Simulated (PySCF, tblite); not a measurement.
# CH₅GaO₃Zn, a small molecule taken as a stand-in for a surface group (gallium hydroxide): NMR shifts, core binding energies and electronic excitations, part 2 of 2

tblite 0.8.0 and PySCF 2.14.0. Atoms count from 0, parts from 1. The steps go on from the part before.

## Step 5: Core holes by ΔSCF: SCAN, X2C

The job: settings as JSON, then the geometry in Å.

```
{"job": {"kind": "xps", "holes": 5}, "charge": 0, "multiplicity": 1}
O     -2.089413    -2.110102     2.249757
Ga    -1.221396    -1.242121     0.977517
O     -0.021424     0.070492     1.382509
O     -1.058165    -1.156372    -0.758860
Zn     0.225657     0.187128    -0.905624
C      1.475388     1.461878    -1.662640
H     -2.693888    -2.778627     1.909558
H      0.227843     0.367213     2.261826
H      1.017821     2.460464    -1.745679
H      2.370870     1.555428    -1.028514
H      1.799966     1.156032    -2.669222
```

Method: delta-SCF UKS SCAN, pcX-2 on the ionised atom, pcseg-1 elsewhere, spin-free X2C.

Output:

```text
ground state, core basis on atom 0 (O), 170 functions
  cycle   1  E = -3998.46753888  |g| = 1.73e+00
  cycle   2  E = -3996.45114198  |g| = 3.42e+00
  cycle   3  E = -3998.84753153  |g| = 8.34e-01
  cycle   4  E = -3998.98918521  |g| = 2.24e-01
  cycle   5  E = -3998.99520657  |g| = 1.37e-01
  cycle   6  E = -3998.99867215  |g| = 2.96e-02
  cycle   7  E = -3998.99880441  |g| = 1.38e-02
  cycle   8  E = -3998.99883419  |g| = 5.17e-03
  cycle   9  E = -3998.99884237  |g| = 1.15e-03
  cycle  10  E = -3998.99883806  |g| = 2.92e-04
  E(ground) = -3999.44975237 Eh
hole in O 1s of atom 0
  cycle   1  E = -3978.38303541  |g| = 2.22e+00
  cycle   2  E = -3975.93708272  |g| = 2.69e+00
  cycle   3  E = -3978.75881787  |g| = 9.21e-01
  cycle   4  E = -3979.00183400  |g| = 7.12e-01
  cycle   5  E = -3979.09261518  |g| = 4.89e-01
  cycle   6  E = -3979.20367595  |g| = 1.45e-01
  cycle   7  E = -3979.21212114  |g| = 5.40e-02
  cycle   8  E = -3979.21309173  |g| = 2.41e-02
  cycle   9  E = -3979.21336253  |g| = 2.48e-03
  cycle  10  E = -3979.21336361  |g| = 1.75e-03
  cycle  11  E = -3979.21336481  |g| = 7.74e-04
  cycle  12  E = -3979.21336681  |g| = 1.56e-04
  E(ion) = -3979.66584339 Eh   <S^2> = 0.7641   hole on atom = 1.000   binding energy = 538.348 eV
ground state, core basis on atom 2 (O), 170 functions
  cycle   1  E = -3998.99519264  |g| = 1.28e-01
  cycle   2  E = -3998.98890151  |g| = 2.02e-01
  cycle   3  E = -3998.99633088  |g| = 4.59e-02
  cycle   4  E = -3998.99671932  |g| = 1.05e-02
  cycle   5  E = -3998.99673629  |g| = 2.29e-03
  cycle   6  E = -3998.99674031  |g| = 2.92e-04
  E(ground) = -3999.44802871 Eh
hole in O 1s of atom 2
  cycle   1  E = -3978.38717573  |g| = 2.23e+00
  cycle   2  E = -3976.12669949  |g| = 2.66e+00
  cycle   3  E = -3978.72040839  |g| = 1.02e+00
  cycle   4  E = -3978.91711988  |g| = 8.46e-01
  cycle   5  E = -3979.12553199  |g| = 4.40e-01
  cycle   6  E = -3979.20833353  |g| = 1.39e-01
  cycle   7  E = -3979.21593393  |g| = 6.57e-02
  cycle   8  E = -3979.21750821  |g| = 1.77e-02
  cycle   9  E = -3979.21764936  |g| = 3.98e-03
  cycle  10  E = -3979.21765714  |g| = 2.47e-03
  cycle  11  E = -3979.21765907  |g| = 5.93e-04
  cycle  12  E = -3979.21766001  |g| = 1.52e-04
  E(ion) = -3979.67139223 Eh   <S^2> = 0.7629   hole on atom = 1.000   binding energy = 538.150 eV
ground state, core basis on atom 3 (O), 170 functions
  cycle   1  E = -3998.99627174  |g| = 1.37e-01
  cycle   2  E = -3998.98132538  |g| = 2.95e-01
  cycle   3  E = -3998.99748433  |g| = 6.38e-02
  cycle   4  E = -3998.99795657  |g| = 4.13e-02
  cycle   5  E = -3998.99827796  |g| = 4.44e-03
  cycle   6  E = -3998.99828001  |g| = 2.10e-03
  cycle   7  E = -3998.99827981  |g| = 2.86e-04
  E(ground) = -3999.44962401 Eh
hole in O 1s of atom 3
  cycle   1  E = -3978.43013710  |g| = 2.24e+00
  cycle   2  E = -3977.63646847  |g| = 2.41e+00
  cycle   3  E = -3979.11136683  |g| = 6.74e-01
  cycle   4  E = -3979.08544247  |g| = 6.95e-01
  cycle   5  E = -3979.28293030  |g| = 1.68e-01
  cycle   6  E = -3979.29303476  |g| = 8.58e-02
  cycle   7  E = -3979.29607417  |g| = 2.38e-02
  cycle   8  E = -3979.29626420  |g| = 8.86e-03
  cycle   9  E = -3979.29630517  |g| = 3.09e-03
  cycle  10  E = -3979.29630474  |g| = 1.45e-03
  cycle  11  E = -3979.29630573  |g| = 3.90e-04
  E(ion) = -3979.74953222 Eh   <S^2> = 0.7666   hole on atom = 1.000   binding energy = 536.067 eV
ground state, core basis on atom 5 (C), 170 functions
  cycle   1  E = -3998.96496303  |g| = 1.21e-01
  cycle   2  E = -3998.95008013  |g| = 2.88e-01
  cycle   3  E = -3998.96698030  |g| = 3.18e-02
  cycle   4  E = -3998.96711161  |g| = 2.11e-02
  cycle   5  E = -3998.96720210  |g| = 3.00e-03
  cycle   6  E = -3998.96720410  |g| = 1.07e-03
  cycle   7  E = -3998.96720358  |g| = 2.03e-04
  E(ground) = -3999.42055143 Eh
hole in C 1s of atom 5
  cycle   1  E = -3987.74835311  |g| = 1.50e+00
  cycle   2  E = -3987.16952915  |g| = 1.76e+00
  cycle   3  E = -3988.25693429  |g| = 4.15e-01
  cycle   4  E = -3988.15628454  |g| = 6.35e-01
  cycle   5  E = -3988.32423033  |g| = 7.61e-02
  cycle   6  E = -3988.32525568  |g| = 5.76e-02
  cycle   7  E = -3988.32651217  |g| = 9.59e-03
  cycle   8  E = -3988.32653160  |g| = 8.14e-03
  cycle   9  E = -3988.32655587  |g| = 1.99e-03
  cycle  10  E = -3988.32655862  |g| = 9.40e-04
  cycle  11  E = -3988.32656121  |g| = 6.88e-04
  cycle  12  E = -3988.32655885  |g| = 1.28e-04
  E(ion) = -3988.77888110 Eh   <S^2> = 0.7687   hole on atom = 1.000   binding energy = 289.575 eV
```

Wall time 30 s (1 thread of Intel Xeon at 2.60GHz, shared host); peak memory 0.59 GiB.

Binding energies by hole, beside the orbital energy of the ground state; the difference holds orbital relaxation and, for a density functional, its self-interaction error:

| hole | stands for | environment | ΔSCF (eV) | −ε (eV) | ⟨S²⟩ |
| --- | --- | --- | --- | --- | --- |
| O1s on O0 | O0 | oxygen bonded to Ga, H | 538.35 | 517.0 | 0.764 |
| O1s on O2 | O2 | oxygen bonded to Ga, H | 538.15 | 516.8 | 0.763 |
| O1s on O3 | O3 | oxygen bonded to Ga, Zn | 536.07 | 515.6 | 0.767 |
| C1s on C5 | C5 | carbon bonded to Zn, 3 H | 289.57 | 272.9 | 0.769 |

## Step 6: Ultraviolet spectrum: CAM-B3LYP/def2-SVPD

Same as in step 5 but for these lines:

```diff
@@ -1,2 +1,2 @@
-{"job": {"kind": "xps", "holes": 5}, "charge": 0, "multiplicity": 1}
+{"job": {"kind": "uv", "xc": "CAM-B3LYP", "basis": "def2-SVPD", "nstates": 6, "ntriplets": 2, "ip": true}, "charge": 0, "multiplicity": 1}
 O     -2.089413    -2.110102     2.249757
```

Method: TDDFT CAM-B3LYP/def2-SVPD, vertical, gas phase, core orbitals frozen in the response.

Output:

```text
coarse grid: 47936 points
cycle   1  E = -3970.2481183095  dE = -3.168e-01  |g| = 1.438e+00  |ddm| = 4.615e+00
cycle   2  E = -3969.6644565913  dE =  5.837e-01  |g| = 2.292e+00  |ddm| = 5.531e+00
cycle   3  E = -3970.5971044524  dE = -9.326e-01  |g| = 3.061e-01  |ddm| = 3.735e+00
cycle   4  E = -3970.6136783477  dE = -1.657e-02  |g| = 1.012e-01  |ddm| = 4.134e-01
cycle   5  E = -3970.6155359602  dE = -1.858e-03  |g| = 1.674e-02  |ddm| = 1.112e-01
cycle   6  E = -3970.6155920926  dE = -5.613e-05  |g| = 6.766e-03  |ddm| = 2.483e-02
cycle   7  E = -3970.6156028427  dE = -1.075e-05  |g| = 1.878e-03  |ddm| = 1.350e-02
cycle   8  E = -3970.6156035457  dE = -7.030e-07  |g| = 1.027e-03  |ddm| = 4.306e-03
final grid: 98024 points
cycle   9  E = -3970.6156494129  dE =  9.179e-09  |g| = 1.297e-03  |ddm| = 3.742e-03
cycle  10  E = -3970.6156492298  dE =  1.831e-07  |g| = 1.809e-03  |ddm| = 3.748e-03
cycle  11  E = -3970.6156496386  dE = -4.088e-07  |g| = 9.291e-05  |ddm| = 2.219e-03
cycle  12  E = -3970.6156496407  dE = -2.072e-09  |g| = 1.962e-05  |ddm| = 1.213e-04
cycle  13  E = -3970.6156496409  dE = -1.874e-10  |g| = 1.968e-05  |ddm| = 7.384e-05
converged SCF energy = -3970.6156496409

Static polarisability (au): isotropic 71.743, principal 54.940 64.125 96.163

Singlet excitations
state   eV       nm        f      main configurations
  1   5.4815    226.2   0.01076   H-1->L 0.90
  2   5.9304    209.1   0.10604   H-2->L 0.52, H->L 0.37
  3   6.3203    196.2   0.20026   H->L 0.50, H-2->L 0.35
  4   6.7196    184.5   0.00717   H-4->L 0.87
  5   6.8964    179.8   0.00411   H-3->L 0.64, H-1->L+2 0.18
  6   7.0923    174.8   0.02021   H->L+2 0.59, H->L+4 0.27, H-2->L+2 0.10

Triplet excitations (Tamm-Dancoff, eV): 5.0984 5.4584
Vertical ionisation energy (delta-SCF) = 10.0117 eV
Vertical electron affinity (delta-SCF) = 0.0306 eV
```

Wall time 3.6 min (1 thread of Intel Xeon at 2.60GHz, shared host); peak memory 1.1 GiB.

The orbitals next to the gap, with their largest atomic shares:

| orbital | eV | atoms |
| --- | --- | --- |
| HOMO−3 | -10.92 | O3 47 %, O0 16 %, Zn4 10 % |
| HOMO−2 | -10.10 | O3 74 %, Zn4 9 %, O2 8 % |
| HOMO−1 | -9.60 | O3 78 %, Ga1 9 %, O2 6 % |
| HOMO | -9.12 | C5 47 %, Zn4 18 %, O3 10 % |
| LUMO | -0.65 | Ga1 53 %, O0 13 %, Zn4 9 % |
| LUMO+1 | 0.93 | Zn4 27 %, O2 16 %, Ga1 15 % |
| LUMO+2 | 1.02 | Ga1 29 %, Zn4 27 %, O3 16 % |

With each of the 6 states as a Gaussian band of 0.4 eV half-width at 1/e, the curve within the window shown has maxima at 199 nm (ε 10,000) L/(mol cm). Beyond the last state computed it falls off for lack of states. The curve at chosen wavelengths:

| nm | ε (L/mol/cm) |
| --- | --- |
| 168 | 525 |
| 171 | 833 |
| 175 | 1257 |
| 178 | 1660 |
| 182 | 2655 |
| 185 | 3959 |
| 189 | 6317 |
| 192 | 8119 |
| 196 | 9809 |
| 199 | 10248 |
| 202 | 9992 |
| 206 | 8869 |
| 209 | 7702 |
| 213 | 6019 |
| 216 | 4807 |
| 220 | 3391 |
| 223 | 2529 |
| 226 | 1845 |
| 230 | 1182 |
| 233 | 836 |
| 237 | 519 |
| 240 | 360 |
| 244 | 216 |
| 247 | 145 |
| 251 | 82 |
| 254 | 52 |

Further results of this job:

| property | computed |
| --- | --- |
| dipole moment (D) | 1.85 |
| polarisability (Å³) | 10.63 |
| HOMO–LUMO gap (eV) | 8.48 |
| −ε(HOMO) (eV) | 9.12 |

## Step 7: Outcome

The summary covers parts 1 to 2.

```
                                      quantity                                value
                                   point group                                   C1
          rotational constants (main isotopes)                 7.08, 0.85, 0.76 GHz
   $^{13}$C shifts against TMS (PBE0/pcSseg-1)                            -20.0 ppm
    $^{1}$H shifts against TMS (PBE0/pcSseg-1)  1.92, 1.82, -0.36, -0.36, -0.42 ppm
   $^{17}$O shifts against H2O (PBE0/pcSseg-1)                 91.9, 46.9, 30.4 ppm
$^{71}$Ga shifts against GaH4- (PBE0/pcSseg-1)                              228 ppm
              shieldings of Zn (PBE0/pcSseg-1)                       Zn4 1641.0 ppm
         surface potential, 1st and 99th percentile                   -1.96 V and 2.40 V
              O1s binding energies, SCAN/pcX-2   O0 538.35, O2 538.15, O3 536.07 eV
              C1s binding energies, SCAN/pcX-2                         C5 289.57 eV
          lowest singlet (CAM-B3LYP/def2-SVPD)          5.48 eV (226 nm), f = 0.011
      brightest single state of those computed          state 3, 6.32 eV, f = 0.200
                                lowest triplet                              5.10 eV
             vertical ionisation energy (ΔSCF)                             10.01 eV
             vertical electron affinity (ΔSCF)                              0.03 eV
```

**Reading.** Over 9 steps the energy fell by 0.118 eV; of the close pairs, O2–Zn4 changed most, 2.250 to 2.304 Å (PBE0/def2-SVP). No frequency check was run at this level, so the end point may be a saddle. At PBE0/pcSseg-1: The largest span, 1094 ppm, is at Zn4, where the paramagnetic term is -883 ppm. At PBE0/pcSseg-1, counted by nearest atom on the grid, the HOMO lies on C5 39 %; Zn4 23 %, the LUMO on Ga1 31 %; O0, O3 about 16 % each. The O1s levels kept as sound span 2.28 eV, from O3 (oxygen bonded to Ga, Zn) up to O0 (oxygen bonded to Ga, H). The lowest singlet, at 5.48 eV, is HOMO−1→LUMO 0.90 and is weak; of the 6 states computed, the strongest absorption comes from state 3 at 6.32 eV. The lowest triplet lies 0.38 eV below the lowest singlet (triplets in Tamm-Dancoff, singlets in full TDDFT). ΔSCF puts the ionisation energy at 10.01 eV, 0.89 eV above −ε(HOMO). Spin-orbit coupling is left out, which matters for shieldings and couplings at and beside the heavy atoms. A capped cluster stands for the solid here, so long-range fields and strain are missing, and bands or shifts of the capping hydrogens have no counterpart in it.
